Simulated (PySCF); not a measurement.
# C₉H₅N: field gradients at the nuclei

Aim: the electric field gradients and quadrupole couplings of C₉H₅N at several levels. Each job file holds the settings and the coordinates that a driver script hands to the program.

Method: the levels named in each step, in PySCF 2.14.0, density-fitted response routines.

### 1 Starting point

Bond lengths (14 of 15 bonds, heavy atoms first): N1–C2 1.150 Å, C2–C3 1.358 Å, C3–C4 1.213 Å, C4–C5 1.407 Å, C5–C6 1.395 Å, C6–C7 1.381 Å, C7–C8 1.388 Å, C8–C9 1.384 Å, C5–C10 1.399 Å, C9–C10 1.381 Å, C6–H11 1.080 Å, C7–H12 1.080 Å, C8–H13 1.080 Å, C9–H14 1.080 Å. Angles (14 of 21 angles, heavy atoms first): N1–C2–C3 179.9°, C2–C3–C4 179.8°, C3–C4–C5 179.8°, C4–C5–C6 120.1°, C4–C5–C10 120.0°, C6–C5–C10 119.9°, C5–C6–C7 119.8°, C6–C7–C8 120.2°, C7–C8–C9 120.1°, C8–C9–C10 120.3°, C5–C10–C9 119.7°, C5–C6–H11 119.4°, C7–C6–H11 120.8°, C6–C7–H12 119.7°.

As a file:

```xyz
15

N     4.6078    0.1534    0.7375
C     3.4724    0.1144    0.5566
C     2.1319    0.0692    0.3418
C     0.9356    0.0320    0.1462
C    -0.4526   -0.0147   -0.0762
C    -1.0781    0.9950   -0.8082
C    -2.4413    0.9427   -1.0230
C    -3.1911   -0.1043   -0.5039
C    -2.5726   -1.1079    0.2221
C    -1.2099   -1.0704    0.4428
H    -0.4870    1.8085   -1.2027
H    -2.9230    1.7227   -1.5936
H    -4.2576   -0.1374   -0.6675
H    -3.1568   -1.9230    0.6225
H    -0.7199   -1.8483    1.0099
```

### 2 Geometry, PBE0-D3(BJ)/def2-SVP

Contents of job.txt:

```
{"job": {"xc": "PBE0", "basis": "def2-SVP", "d3": "d3bj", "grid": 2, "kind": "geom"}, "charge": 0, "multiplicity": 1}
N      4.607840     0.153410     0.737520
C      3.472430     0.114420     0.556630
C      2.131850     0.069230     0.341850
C      0.935610     0.031960     0.146180
C     -0.452570    -0.014660    -0.076160
C     -1.078120     0.995000    -0.808210
C     -2.441320     0.942720    -1.022960
C     -3.191050    -0.104340    -0.503860
C     -2.572620    -1.107930     0.222110
C     -1.209870    -1.070390     0.442760
H     -0.486990     1.808490    -1.202720
H     -2.923000     1.722650    -1.593620
H     -4.257650    -0.137440    -0.667490
H     -3.156840    -1.922980     0.622510
H     -0.719920    -1.848260     1.009940
```

Standard output:

```text
step   0  E = -399.88573740  max force = 0.033504
step   1  E = -399.88758971  max force = 0.003223
step   2  E = -399.88757251  max force = 0.002678
step   3  E = -399.88764205  max force = 0.001383
step   4  E = -399.88762877  max force = 0.001296
step   5  E = -399.88764958  max force = 0.000433
optimisation converged
```

It took 61 s on 8 threads of Intel Xeon Platinum 8488C (Sapphire Rapids), shared host; peak memory 0.89 GiB.

It ended at:

```xyz
15

N     4.6595    0.1491    0.7450
C     3.5108    0.1125    0.5618
C     2.1564    0.0694    0.3456
C     0.9530    0.0323    0.1518
C    -0.4504   -0.0124   -0.0725
C    -1.0847    1.0016   -0.8127
C    -2.4569    0.9494   -1.0266
C    -3.2103   -0.1054   -0.5102
C    -2.5868   -1.1142    0.2248
C    -1.2153   -1.0731    0.4455
H    -0.4892    1.8237   -1.2137
H    -2.9443    1.7393   -1.6022
H    -4.2886   -0.1414   -0.6814
H    -3.1753   -1.9404    0.6297
H    -0.7203   -1.8585    1.0195
```

### 3 Field gradients, PBE0/def2-TZVPP

Contents of job.txt:

```
{"job": {"kind": "efgt", "xc": "PBE0", "basis": "def2-TZVPP"}, "charge": 0, "multiplicity": 1}
N      4.659505     0.149138     0.745006
C      3.510821     0.112489     0.561799
C      2.156404     0.069419     0.345582
C      0.953022     0.032312     0.151844
C     -0.450375    -0.012400    -0.072461
C     -1.084700     1.001620    -0.812679
C     -2.456878     0.949357    -1.026643
C     -3.210308    -0.105371    -0.510203
C     -2.586802    -1.114223     0.224808
C     -1.215319    -1.073143     0.445530
H     -0.489189     1.823652    -1.213686
H     -2.944261     1.739285    -1.602189
H     -4.288573    -0.141369    -0.681368
H     -3.175264    -1.940419     0.629664
H     -0.720303    -1.858468     1.019476
```

Standard output:

```text
coarse grid: 13936 points
cycle   1  E = -400.2678187108  dE =  1.742e+00  |g| = 4.775e-01  |ddm| = 4.188e+00
cycle   2  E = -400.1285386007  dE =  1.393e-01  |g| = 9.117e-01  |ddm| = 2.619e+00
cycle   3  E = -400.3150718282  dE = -1.865e-01  |g| = 1.906e-01  |ddm| = 2.105e+00
cycle   4  E = -400.3233291949  dE = -8.257e-03  |g| = 5.952e-02  |ddm| = 2.655e-01
cycle   5  E = -400.3240641462  dE = -7.350e-04  |g| = 3.066e-02  |ddm| = 1.245e-01
cycle   6  E = -400.3242983199  dE = -2.342e-04  |g| = 9.311e-03  |ddm| = 3.079e-02
cycle   7  E = -400.3243165808  dE = -1.826e-05  |g| = 2.648e-03  |ddm| = 1.152e-02
cycle   8  E = -400.3243184274  dE = -1.847e-06  |g| = 8.838e-04  |ddm| = 3.544e-03
final grid: 190008 points
cycle   9  E = -400.3019829695  dE = -6.818e-05  |g| = 6.575e-03  |ddm| = 2.130e-01
cycle  10  E = -400.3019787634  dE =  4.206e-06  |g| = 7.570e-03  |ddm| = 2.157e-02
cycle  11  E = -400.3019915497  dE = -1.279e-05  |g| = 2.741e-03  |ddm| = 9.130e-03
cycle  12  E = -400.3019932429  dE = -1.693e-06  |g| = 7.343e-04  |ddm| = 2.107e-03
cycle  13  E = -400.3019933586  dE = -1.157e-07  |g| = 1.486e-04  |ddm| = 9.044e-04
cycle  14  E = -400.3019933630  dE = -4.402e-09  |g| = 6.142e-05  |ddm| = 2.924e-04
cycle  15  E = -400.3019933638  dE = -7.445e-10  |g| = 2.664e-05  |ddm| = 6.614e-05
converged SCF energy = -400.3019933638

Field-gradient tensors (au): xx yy zz xy xz yz
  0 N    -0.90130    0.47699    0.42431   -0.04101   -0.21633   -0.02578
  1 C    -0.31049    0.16080    0.14969   -0.01506   -0.07543   -0.00195
  2 C    -0.13097    0.07734    0.05363   -0.00361   -0.02966   -0.01942
  3 C    -0.33512    0.17370    0.16142   -0.01614   -0.08152   -0.00234
  4 C     0.01625   -0.10640    0.09015   -0.02664   -0.01876    0.19199
  5 C    -0.19408   -0.00808    0.20216   -0.04948   -0.06565    0.20745
  6 C    -0.17034   -0.02734    0.19768   -0.05741   -0.05659    0.21833
  7 C    -0.14854   -0.05298    0.20152   -0.04373   -0.06598    0.25340
  8 C    -0.16620   -0.02500    0.19120   -0.02285   -0.07722    0.22317
  9 C    -0.19178   -0.00681    0.19859   -0.03017   -0.07719    0.21026
 10 H    -0.00991    0.09888   -0.08896    0.17154   -0.08071   -0.12344
 11 H    -0.05023    0.08015   -0.02992   -0.13311    0.10031   -0.16664
 12 H     0.27220   -0.13734   -0.13486    0.01484    0.06655   -0.00514
 13 H    -0.01225    0.10063   -0.08838    0.17126   -0.08094   -0.12464
 14 H    -0.04794    0.07837   -0.03042   -0.13347    0.10089   -0.16548
```

It took 30 s on 8 threads of Intel Xeon Platinum 8488C (Sapphire Rapids), shared host; peak memory 2.2 GiB.

### 4 Field gradients, PBE/def2-TZVPP

Changes to job.txt since step 3:

```diff
@@ -1,2 +1,2 @@
-{"job": {"kind": "efgt", "xc": "PBE0", "basis": "def2-TZVPP"}, "charge": 0, "multiplicity": 1}
+{"job": {"kind": "efgt", "xc": "PBE", "basis": "def2-TZVPP"}, "charge": 0, "multiplicity": 1}
 N      4.659505     0.149138     0.745006
```

Standard output:

```text
coarse grid: 13936 points
cycle   1  E = -400.2184606106  dE =  1.405e+00  |g| = 6.113e-01  |ddm| = 4.357e+00
cycle   2  E = -399.9542857939  dE =  2.642e-01  |g| = 1.202e+00  |ddm| = 4.841e+00
cycle   3  E = -400.2337518192  dE = -2.795e-01  |g| = 5.617e-01  |ddm| = 4.344e+00
cycle   4  E = -400.3079067063  dE = -7.415e-02  |g| = 1.304e-01  |ddm| = 7.693e-01
cycle   5  E = -400.3100608280  dE = -2.154e-03  |g| = 1.016e-01  |ddm| = 3.408e-01
cycle   6  E = -400.3127630142  dE = -2.702e-03  |g| = 3.015e-02  |ddm| = 8.489e-02
cycle   7  E = -400.3129391691  dE = -1.762e-04  |g| = 1.091e-02  |ddm| = 6.096e-02
cycle   8  E = -400.3129741618  dE = -3.499e-05  |g| = 3.642e-03  |ddm| = 1.250e-02
cycle   9  E = -400.3129773350  dE = -3.173e-06  |g| = 1.109e-03  |ddm| = 3.168e-03
final grid: 190008 points
cycle  10  E = -400.2863223723  dE = -1.019e-04  |g| = 1.136e-02  |ddm| = 2.857e-01
cycle  11  E = -400.2862849555  dE =  3.742e-05  |g| = 1.623e-02  |ddm| = 5.131e-02
cycle  12  E = -400.2863393494  dE = -5.439e-05  |g| = 7.188e-03  |ddm| = 3.029e-02
cycle  13  E = -400.2863512001  dE = -1.185e-05  |g| = 2.390e-03  |ddm| = 8.518e-03
cycle  14  E = -400.2863523137  dE = -1.114e-06  |g| = 9.973e-04  |ddm| = 6.143e-03
cycle  15  E = -400.2863525724  dE = -2.588e-07  |g| = 3.876e-04  |ddm| = 1.886e-03
cycle  16  E = -400.2863526027  dE = -3.028e-08  |g| = 1.764e-04  |ddm| = 3.800e-04
cycle  17  E = -400.2863526113  dE = -8.552e-09  |g| = 3.493e-05  |ddm| = 1.435e-04
cycle  18  E = -400.2863526116  dE = -2.942e-10  |g| = 8.957e-06  |ddm| = 3.524e-05
converged SCF energy = -400.2863526116

Field-gradient tensors (au): xx yy zz xy xz yz
  0 N    -0.85430    0.45122    0.40309   -0.03913   -0.20525   -0.02268
  1 C    -0.28454    0.14804    0.13650   -0.01360   -0.06899   -0.00311
  2 C    -0.12599    0.07256    0.05342   -0.00398   -0.02898   -0.01508
  3 C    -0.30757    0.16079    0.14678   -0.01441   -0.07452   -0.00482
  4 C     0.01266   -0.09993    0.08727   -0.02553   -0.01856    0.18294
  5 C    -0.18084   -0.00624    0.18708   -0.04671   -0.06022    0.19038
  6 C    -0.16275   -0.02541    0.18817   -0.05574   -0.05316    0.20677
  7 C    -0.13711   -0.05026    0.18737   -0.04074   -0.06123    0.23657
  8 C    -0.15850   -0.02302    0.18153   -0.02042   -0.07424    0.21170
  9 C    -0.17844   -0.00494    0.18337   -0.02668   -0.07218    0.19330
 10 H    -0.00989    0.09868   -0.08880    0.17121   -0.08055   -0.12320
 11 H    -0.05026    0.07998   -0.02972   -0.13288    0.10006   -0.16615
 12 H     0.27163   -0.13703   -0.13460    0.01482    0.06642   -0.00517
 13 H    -0.01236    0.10041   -0.08806    0.17090   -0.08083   -0.12423
 14 H    -0.04785    0.07821   -0.03037   -0.13321    0.10070   -0.16516
```

Wall time 26 s (8 threads of Intel Xeon Platinum 8488C (Sapphire Rapids), shared host); peak memory 2.2 GiB.

### 5 Field gradients, B3LYP/def2-TZVPP

Changes to job.txt since step 4:

```diff
@@ -1,2 +1,2 @@
-{"job": {"kind": "efgt", "xc": "PBE", "basis": "def2-TZVPP"}, "charge": 0, "multiplicity": 1}
+{"job": {"kind": "efgt", "xc": "B3LYP", "basis": "def2-TZVPP"}, "charge": 0, "multiplicity": 1}
 N      4.659505     0.149138     0.745006
```

Standard output:

```text
coarse grid: 13936 points
cycle   1  E = -400.7389383675  dE =  1.655e+00  |g| = 5.266e-01  |ddm| = 4.349e+00
cycle   2  E = -400.5547138339  dE =  1.842e-01  |g| = 1.029e+00  |ddm| = 3.342e+00
cycle   3  E = -400.7906876359  dE = -2.360e-01  |g| = 2.564e-01  |ddm| = 2.780e+00
cycle   4  E = -400.8060267594  dE = -1.534e-02  |g| = 6.781e-02  |ddm| = 3.374e-01
cycle   5  E = -400.8068211652  dE = -7.944e-04  |g| = 4.355e-02  |ddm| = 1.628e-01
cycle   6  E = -400.8072973884  dE = -4.762e-04  |g| = 1.271e-02  |ddm| = 3.865e-02
cycle   7  E = -400.8073314421  dE = -3.405e-05  |g| = 3.517e-03  |ddm| = 1.563e-02
cycle   8  E = -400.8073347902  dE = -3.348e-06  |g| = 1.170e-03  |ddm| = 4.296e-03
final grid: 190008 points
cycle   9  E = -400.7961845851  dE = -5.904e-05  |g| = 5.434e-03  |ddm| = 2.105e-01
cycle  10  E = -400.7961787875  dE =  5.798e-06  |g| = 7.039e-03  |ddm| = 1.704e-02
cycle  11  E = -400.7961902452  dE = -1.146e-05  |g| = 2.389e-03  |ddm| = 8.230e-03
cycle  12  E = -400.7961915253  dE = -1.280e-06  |g| = 7.173e-04  |ddm| = 1.819e-03
cycle  13  E = -400.7961916324  dE = -1.071e-07  |g| = 2.009e-04  |ddm| = 7.394e-04
cycle  14  E = -400.7961916412  dE = -8.765e-09  |g| = 7.029e-05  |ddm| = 1.968e-04
cycle  15  E = -400.7961916425  dE = -1.301e-09  |g| = 1.672e-05  |ddm| = 1.113e-04
cycle  16  E = -400.7961916426  dE = -7.867e-11  |g| = 5.548e-06  |ddm| = 2.279e-05
converged SCF energy = -400.7961916426

Field-gradient tensors (au): xx yy zz xy xz yz
  0 N    -0.92711    0.49111    0.43600   -0.04205   -0.22242   -0.02743
  1 C    -0.32984    0.17088    0.15897   -0.01598   -0.08012   -0.00218
  2 C    -0.14827    0.08703    0.06124   -0.00423   -0.03372   -0.02095
  3 C    -0.35671    0.18449    0.17221   -0.01729   -0.08687   -0.00171
  4 C     0.01368   -0.11025    0.09657   -0.02820   -0.02059    0.20213
  5 C    -0.20208   -0.00598    0.20807   -0.04674   -0.07061    0.21295
  6 C    -0.17980   -0.02656    0.20636   -0.06297   -0.05714    0.22471
  7 C    -0.14831   -0.05806    0.20637   -0.04511   -0.06708    0.26312
  8 C    -0.17463   -0.02367    0.19831   -0.02020   -0.08265    0.23068
  9 C    -0.20076   -0.00524    0.20600   -0.03523   -0.07751    0.21469
 10 H    -0.00905    0.09665   -0.08760    0.16776   -0.07864   -0.12131
 11 H    -0.04862    0.07844   -0.02982   -0.13002    0.09826   -0.16356
 12 H     0.26658   -0.13415   -0.13243    0.01464    0.06526   -0.00573
 13 H    -0.01149    0.09846   -0.08697    0.16756   -0.07894   -0.12250
 14 H    -0.04621    0.07660   -0.03039   -0.13029    0.09883   -0.16239
```

Wall time 31 s (8 threads of Intel Xeon Platinum 8488C (Sapphire Rapids), shared host); peak memory 2.2 GiB.

### 6 Field gradients, CAM-B3LYP/def2-TZVPP

Changes to job.txt since step 5:

```diff
@@ -1,2 +1,2 @@
-{"job": {"kind": "efgt", "xc": "B3LYP", "basis": "def2-TZVPP"}, "charge": 0, "multiplicity": 1}
+{"job": {"kind": "efgt", "xc": "CAM-B3LYP", "basis": "def2-TZVPP"}, "charge": 0, "multiplicity": 1}
 N      4.659505     0.149138     0.745006
```

Standard output:

```text
coarse grid: 13936 points
cycle   1  E = -400.5037531113  dE =  1.997e+00  |g| = 5.089e-01  |ddm| = 4.320e+00
cycle   2  E = -400.4100060866  dE =  9.375e-02  |g| = 8.610e-01  |ddm| = 2.593e+00
cycle   3  E = -400.5716357821  dE = -1.616e-01  |g| = 8.067e-02  |ddm| = 1.902e+00
cycle   4  E = -400.5729400401  dE = -1.304e-03  |g| = 4.312e-02  |ddm| = 1.498e-01
cycle   5  E = -400.5733796718  dE = -4.396e-04  |g| = 8.459e-03  |ddm| = 8.635e-02
cycle   6  E = -400.5733921983  dE = -1.253e-05  |g| = 4.879e-03  |ddm| = 1.248e-02
cycle   7  E = -400.5733981863  dE = -5.988e-06  |g| = 1.558e-03  |ddm| = 5.520e-03
final grid: 190008 points
cycle   8  E = -400.5642958293  dE = -4.155e-05  |g| = 4.401e-03  |ddm| = 1.506e-01
cycle   9  E = -400.5642923704  dE =  3.459e-06  |g| = 5.693e-03  |ddm| = 1.059e-02
cycle  10  E = -400.5643001962  dE = -7.826e-06  |g| = 1.269e-03  |ddm| = 4.398e-03
cycle  11  E = -400.5643005522  dE = -3.561e-07  |g| = 3.034e-04  |ddm| = 1.013e-03
cycle  12  E = -400.5643005737  dE = -2.143e-08  |g| = 8.884e-05  |ddm| = 3.969e-04
cycle  13  E = -400.5643005750  dE = -1.335e-09  |g| = 4.452e-05  |ddm| = 2.888e-04
cycle  14  E = -400.5643005754  dE = -3.965e-10  |g| = 1.362e-05  |ddm| = 5.821e-05
converged SCF energy = -400.5643005754

Field-gradient tensors (au): xx yy zz xy xz yz
  0 N    -0.94586    0.50098    0.44488   -0.04291   -0.22694   -0.02785
  1 C    -0.34012    0.17556    0.16456   -0.01667   -0.08275   -0.00100
  2 C    -0.14253    0.08579    0.05675   -0.00347   -0.03191   -0.02430
  3 C    -0.36740    0.18793    0.17947   -0.01841   -0.08995    0.00234
  4 C     0.01725   -0.11346    0.09621   -0.02841   -0.02003    0.20481
  5 C    -0.20814   -0.00707    0.21520   -0.04800   -0.07320    0.22126
  6 C    -0.18213   -0.02770    0.20983   -0.06304   -0.05872    0.22958
  7 C    -0.15426   -0.05887    0.21313   -0.04649   -0.06941    0.27070
  8 C    -0.17716   -0.02492    0.20207   -0.02175   -0.08337    0.23537
  9 C    -0.20687   -0.00635    0.21322   -0.03696   -0.07982    0.22291
 10 H    -0.00929    0.09704   -0.08775    0.16850   -0.07910   -0.12156
 11 H    -0.04894    0.07874   -0.02979   -0.13061    0.09863   -0.16407
 12 H     0.26755   -0.13480   -0.13275    0.01464    0.06546   -0.00544
 13 H    -0.01166    0.09884   -0.08719    0.16824   -0.07933   -0.12284
 14 H    -0.04663    0.07690   -0.03027   -0.13097    0.09921   -0.16284
```

Run time: 36 s. Hardware: 8 threads of Intel Xeon Platinum 8488C (Sapphire Rapids), shared host; peak memory 2.5 GiB.

### 7 Field gradients, HF/def2-TZVPP

Changes to job.txt since step 6:

```diff
@@ -1,2 +1,2 @@
-{"job": {"kind": "efgt", "xc": "CAM-B3LYP", "basis": "def2-TZVPP"}, "charge": 0, "multiplicity": 1}
+{"job": {"kind": "efgt", "xc": "HF", "basis": "def2-TZVPP"}, "charge": 0, "multiplicity": 1}
 N      4.659505     0.149138     0.745006
```

Standard output:

```text
final grid: 190008 points
cycle   1  E = -398.0821043765  dE =  2.904e+00  |g| = 6.749e-01  |ddm| = 4.132e+00
cycle   2  E = -398.1915358304  dE = -1.094e-01  |g| = 4.781e-01  |ddm| = 1.690e+00
cycle   3  E = -398.2402449674  dE = -4.871e-02  |g| = 1.379e-01  |ddm| = 8.553e-01
cycle   4  E = -398.2459786285  dE = -5.734e-03  |g| = 2.972e-02  |ddm| = 2.963e-01
cycle   5  E = -398.2462515196  dE = -2.729e-04  |g| = 1.059e-02  |ddm| = 1.070e-01
cycle   6  E = -398.2462861973  dE = -3.468e-05  |g| = 4.762e-03  |ddm| = 2.950e-02
cycle   7  E = -398.2462951499  dE = -8.953e-06  |g| = 1.996e-03  |ddm| = 1.687e-02
cycle   8  E = -398.2462971852  dE = -2.035e-06  |g| = 7.555e-04  |ddm| = 5.647e-03
cycle   9  E = -398.2462980216  dE = -8.364e-07  |g| = 4.378e-04  |ddm| = 2.302e-03
cycle  10  E = -398.2462984282  dE = -4.066e-07  |g| = 2.358e-04  |ddm| = 1.579e-03
cycle  11  E = -398.2462985693  dE = -1.411e-07  |g| = 9.815e-05  |ddm| = 1.152e-03
cycle  12  E = -398.2462985840  dE = -1.466e-08  |g| = 3.734e-05  |ddm| = 3.098e-04
cycle  13  E = -398.2462985862  dE = -2.193e-09  |g| = 1.852e-05  |ddm| = 1.295e-04
cycle  14  E = -398.2462985867  dE = -4.882e-10  |g| = 8.419e-06  |ddm| = 5.215e-05
converged SCF energy = -398.2462985867

Field-gradient tensors (au): xx yy zz xy xz yz
  0 N    -1.03998    0.55588    0.48410   -0.04576   -0.24837   -0.04050
  1 C    -0.39955    0.20341    0.19614   -0.02039   -0.09782    0.00434
  2 C    -0.15906    0.10097    0.05810   -0.00244   -0.03434   -0.03738
  3 C    -0.42961    0.21466    0.21495   -0.02300   -0.10630    0.01267
  4 C     0.02380   -0.12548    0.10168   -0.03047   -0.02046    0.22177
  5 C    -0.24150   -0.00758    0.24908   -0.04790   -0.09002    0.25867
  6 C    -0.19966   -0.02810    0.22776   -0.07200   -0.06143    0.24578
  7 C    -0.17104   -0.07197    0.24302   -0.05343   -0.07850    0.31326
  8 C    -0.19329   -0.02457    0.21786   -0.01944   -0.09279    0.25317
  9 C    -0.24201   -0.00782    0.24983   -0.05108   -0.08816    0.25836
 10 H    -0.00922    0.09880   -0.08959    0.17143   -0.08032   -0.12409
 11 H    -0.04906    0.08033   -0.03127   -0.13282    0.10076   -0.16816
 12 H     0.27281   -0.13732   -0.13549    0.01497    0.06678   -0.00580
 13 H    -0.01109    0.10080   -0.08971    0.17153   -0.08047   -0.12616
 14 H    -0.04718    0.07832   -0.03114   -0.13311    0.10101   -0.16607
```

Run time: 14 s. Hardware: 8 threads of Intel Xeon Platinum 8488C (Sapphire Rapids), shared host; peak memory 2.5 GiB.

### 8 Comparison

Largest principal value Vzz, in atomic units:

| atom | PBE0/def2-TZVPP | PBE/def2-TZVPP | B3LYP/def2-TZVPP | CAM-B3LYP/def2-TZVPP | HF/def2-TZVPP |
| --- | --- | --- | --- | --- | --- |
| N1 | -0.9371 | -0.8883 | -0.9639 | -0.9834 | -1.0811 |
| C2 | -0.3230 | -0.2960 | -0.3431 | -0.3539 | -0.4158 |
| C3 | -0.1358 | -0.1307 | -0.1538 | -0.1477 | -0.1646 |
| C4 | -0.3487 | -0.3199 | -0.3712 | -0.3824 | -0.4473 |
| C5 | -0.2245 | -0.2125 | -0.2346 | -0.2395 | -0.2619 |
| C6 | 0.3421 | 0.3155 | 0.3523 | 0.3650 | 0.4250 |
| C7 | 0.3427 | 0.3254 | 0.3554 | 0.3622 | 0.3906 |
| C8 | 0.3699 | 0.3445 | 0.3810 | 0.3928 | 0.4506 |
| C9 | 0.3429 | 0.3256 | 0.3556 | 0.3624 | 0.3909 |
| C10 | 0.3423 | 0.3157 | 0.3525 | 0.3652 | 0.4252 |
| H11 | 0.2828 | 0.2823 | 0.2769 | 0.2779 | 0.2830 |
| H12 | 0.2838 | 0.2831 | 0.2779 | 0.2790 | 0.2849 |
| H13 | 0.2833 | 0.2827 | 0.2774 | 0.2784 | 0.2839 |
| H14 | 0.2837 | 0.2831 | 0.2779 | 0.2789 | 0.2849 |
| H15 | 0.2828 | 0.2822 | 0.2768 | 0.2779 | 0.2830 |
| CPU time | 1.9 min | 2.4 min | 2 min | 2.2 min | 54 s |

Couplings eQVzz/h in MHz (234.9647 × Q in barn × Vzz), with Q = 0.02044 (14N), 0.00285783 (2H):

| nucleus | PBE0/def2-TZVPP | PBE/def2-TZVPP | B3LYP/def2-TZVPP | CAM-B3LYP/def2-TZVPP | HF/def2-TZVPP |
| --- | --- | --- | --- | --- | --- |
| 14N (atom 1) | -4.501 | -4.266 | -4.629 | -4.723 | -5.192 |
| 2H (atom 11) | 0.190 | 0.190 | 0.186 | 0.187 | 0.190 |
| 2H (atom 12) | 0.191 | 0.190 | 0.187 | 0.187 | 0.191 |
| 2H (atom 13) | 0.190 | 0.190 | 0.186 | 0.187 | 0.191 |
| 2H (atom 14) | 0.191 | 0.190 | 0.187 | 0.187 | 0.191 |
| 2H (atom 15) | 0.190 | 0.190 | 0.186 | 0.187 | 0.190 |

### 9 Outcome

| quantity | value |
| --- | --- |
| coupling of 14N (atom 1), PBE0/def2-TZVPP | -4.501 MHz |
| coupling of 2H (atom 11), PBE0/def2-TZVPP | 0.190 MHz |
| coupling of 2H (atom 12), PBE0/def2-TZVPP | 0.191 MHz |
| coupling of 2H (atom 13), PBE0/def2-TZVPP | 0.190 MHz |
| coupling of 2H (atom 14), PBE0/def2-TZVPP | 0.191 MHz |

In words: The largest coupling, that of 14N, runs from -5.192 (HF/def2-TZVPP) to -4.266 MHz (PBE/def2-TZVPP). The gradients are non-relativistic, at the equilibrium geometry and in principal axes; measured couplings hold vibrational averaging and refer to the inertial axes. The def2 sets are stiff near the nuclei, which limits their accuracy.
